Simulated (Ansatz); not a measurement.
# CH5GaSe: the cost of one run

Program: Ansatz 0.2.0, Gaussian basis. Level of theory: the settings change from run to run. These are calculated values, not measurements.

## 1. The geometry

The structure was relaxed beforehand with PBE0-D4 in a triple-zeta def2 set.

SMILES `C[Se][GaH2]`, 8 atoms, charge 0, spin multiplicity 1.

Atoms are counted from 1 here; the program's logs count them from 0.

Bond lengths: C1–Se2 1.961 Å, C1–H4 1.088 Å, C1–H5 1.088 Å, C1–H6 1.088 Å, Se2–Ga3 2.306 Å, Ga3–H7 1.560 Å, Ga3–H8 1.566 Å. Angles: Se2–C1–H4 108.4°, Se2–C1–H5 108.4°, Se2–C1–H6 110.3°, H4–C1–H5 109.9°, H4–C1–H6 109.9°, H5–C1–H6 109.9°, C1–Se2–Ga3 100.1°, Se2–Ga3–H7 117.1°, Se2–Ga3–H8 116.4°, H7–Ga3–H8 126.5°.

## 2. wB97/cc-pVTZ

Options: charge +1, multiplicity 2, atoms shaken by 0.08 Å.

File in.yaml:

```yaml
crystal:
  periodic: [false, false, false]
  atoms:
    - {symbol: C, position_ang: [-1.004488, 1.035285, -0.332984]}
    - {symbol: Se, position_ang: [1.070136, 0.848131, -0.069061]}
    - {symbol: Ga, position_ang: [1.178111, -1.464945, 0.316139]}
    - {symbol: H, position_ang: [-1.180896, 1.585730, -1.297654]}
    - {symbol: H, position_ang: [-1.105612, 1.819448, 0.554336]}
    - {symbol: H, position_ang: [-1.465790, 0.235064, 0.063827]}
    - {symbol: H, position_ang: [2.585372, -2.035149, 0.408305]}
    - {symbol: H, position_ang: [-0.270761, -2.052497, 0.420907]}
basis:
  gaussian: {orbitals: cc-pVTZ}
total_charge: 1
magnetization: {spin_polarized: true, initial_magnetization: 1}
hamiltonian: {xc: {name: wB97}}
```

Launch:

```bash
ansatz run in.yaml --threads 4 --pin off --events-out ev --progress --plain --max-ram 10444MiB
```

What time and memory should one allow on 4 threads of Arm Neoverse V1, shared host?

About 15 s, with a peak of 0.57 GiB.
